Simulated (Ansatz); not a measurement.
MnHg:

```xyz
2
Lattice="3.3150 0.0000 0.0000 0.0000 3.3150 0.0000 0.0000 0.0000 3.3150" Properties=species:S:1:pos:R:3 pbc="T T T"
Hg    0.0000    0.0000    0.0000
Mn    1.6575    1.6575    1.6575
```

Alike in all runs: program Ansatz 0.2.0; functional PBE; potentials or basis Ansatz PAW; cutoff 420 eV (not typed: the program's choice for these potentials); k mesh 7 × 7 × 7; occupations fermi-dirac, width 0.05 eV.

The same cell was started in several ways:

```csv
start,free energy over the lowest (meV/atom),net moment (μB),site or absolute moments (μB),gap
"collinear spin, ferromagnetic start of up to 5 μB; fixed moment 5",295.6,5.00,Hg +0.18; Mn +4.42,-
"collinear spin, program default start; fixed moment 0",720.4,0.00,-,-
"collinear spin, ferromagnetic start of up to 3 μB; fixed moment 3",116.8,3.00,Hg -0.09; Mn +3.20,-
"collinear spin, ferromagnetic start of up to 1 μB; fixed moment 1",617.7,1.00,Hg -0.05; Mn +1.14,-
"collinear spin, ferromagnetic start of up to 2 μB; fixed moment 2",375.3,2.00,Hg -0.08; Mn +2.21,-
"collinear spin, ferromagnetic start of up to 6 μB; fixed moment 6",1105.2,6.00,Hg +0.42; Mn +4.79,-
"collinear spin, ferromagnetic start of up to 8 μB; fixed moment 8",4412.6,8.00,Hg +0.97; Mn +5.37,-
"collinear spin, ferromagnetic start of up to 4 μB; fixed moment 4",0.0,4.00,Hg -0.01; Mn +3.94,-
```

All polarised runs hold their moment fixed, so the table maps the energy against it. A still lower state may exist.

Caveats: the total moment is fixed, so each spin has its own Fermi level.
